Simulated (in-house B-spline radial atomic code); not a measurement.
**Pt¹⁰⁺: ionisation energy by several methods**

An exercise on one series of results from a longer session: the logs are not shown, and one member is left open.

Program: in-house B-spline radial atomic code version 1. Level of theory: scalar-relativistic (X2C), several functionals, spin-polarised; spherical all-electron atom at the radial basis limit. These are calculated values, not measurements, unless marked.

## The atom as given

| Quantity | Value |
| --- | --- |
| element | platinum (Z = 78) |
| charge | +10 |
| electrons | 68 |
| configuration | [Xe] 4f14 |
| nucleus | Fermi, rms radius 5.427 fm |

Outer shells as boxes (Hund's rule):

[Xe] 4f14
```
[Xe] core
4f [↑↓][↑↓][↑↓][↑↓][↑↓][↑↓][↑↓]
```

Where spins are not typed, each open shell is filled with up spins first.

The first run:

Input settings:

```ini
Z = 78
electrons = 68.0
configuration = [Xe] 4f14
hamiltonian = x2c
method = revtpss,revtpss
spin_polarised = True
nucleus = fermi
rms_radius = 5.427
mass_number = 195
atomic_mass = 194.964794325
speed_of_light = 137.035999084
```

Steps of the session up to this table: revTPSS, a meta-GGA; LDA (VWN5); LDA (PW92); PW91, a GGA; exchange-only LDA; AM05, a GGA.

One of the session's tables, all rows but one given; the rest of the session is left out.

```
           method  ΔSCF (eV)
       LDA (VWN5)     225.22
       LDA (PW92)     225.21
exchange-only LDA     223.13
             PW91          ?
             AM05     224.89
          revTPSS     224.99
```

**Question.** Estimate the row for PW91.

As computed: ΔSCF (eV): 224.86. In the column «ΔSCF (eV)» it lies between exchange-only LDA (223.13) and AM05 (224.89).

Members of this set that are not shown: 12 used exact exchange with fractional occupations of an open shell, which is unsound here.
